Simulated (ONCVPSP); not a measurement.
# H: the cost of one run

The numbers are computed with ONCVPSP 4.0.1.1 (patched build) (PBE, scalar-relativistic, spin-unpolarised reference atom).

**1. The design**

The settings as typed:

```
element                 : hydrogen (H, Z = 1)
type                    : optimised norm-conserving Vanderbilt (ONCV)
frozen core             : none
valence charge          : 1
reference configuration : 1s1
partial waves           : 1s: rc 1.00 bohr, ncon 3, nbas 7, qcut 5.6 1/bohr, 2 projectors, debl 2 Ha; p scattering state at 0.26 Ha: rc 0.85 bohr, ncon 4, nbas 9, qcut 9.5 1/bohr, 2 projectors, debl 1.7 Ha
local potential         : polynomial inside 0.65 bohr (lpopt 1, dvloc0 0 Ha)
core correction         : not asked for
```

An earlier all-electron run gives the scale for the radii.

All-electron outer shells of the reference configuration (PBE, scalar-relativistic, ld1.x):

```
shell  level (eV)  outermost node (bohr)  outermost maximum (bohr)
   1s       -6.49                      –                      1.03
```

**2. The generation run**

H.dat

```
# ATOM AND REFERENCE CONFIGURATION
# atsym  z   nc   nv     iexc    psfile
  H 1.00    0    1        4      upf
#
#   n    l    f
    1    0    1.00
#
# PSEUDOPOTENTIAL AND OPTIMIZATION
# lmax
    1
#
#   l,   rc,      ep,       ncon, nbas, qcut
    0    1.00    0.00    3    7    5.60
    1    0.85    0.26    4    9    9.50
#
# LOCAL POTENTIAL
# lloc, lpopt,  rc(5),   dvloc0
    4    1    0.65    0.00
#
# VANDERBILT-KLEINMAN-BYLANDER PROJECTORs
# l, nproj, debl
    0    2    2.00
    1    2    1.70
#
# MODEL CORE CHARGE
# icmod, fcfact, rcfact
    0    0.00    0.00
#
# LOG DERIVATIVE ANALYSIS
# epsh1, epsh2, depsh
   -2.00    5.00    0.02
#
# OUTPUT GRID
# rlmax, drl
    6.00    0.01
#
# TEST CONFIGURATIONS
# ncnf
    1
# nvcnf
#   n    l    f
    1
    1    0    0.50
#
```

On the command line:

```console
$ oncvpsp.x < H.dat > H.out
```

**Question.** How long does this run take on 1 thread of Intel Xeon Platinum 8259CL at 2.50GHz, shared host?

About 2.8 s.
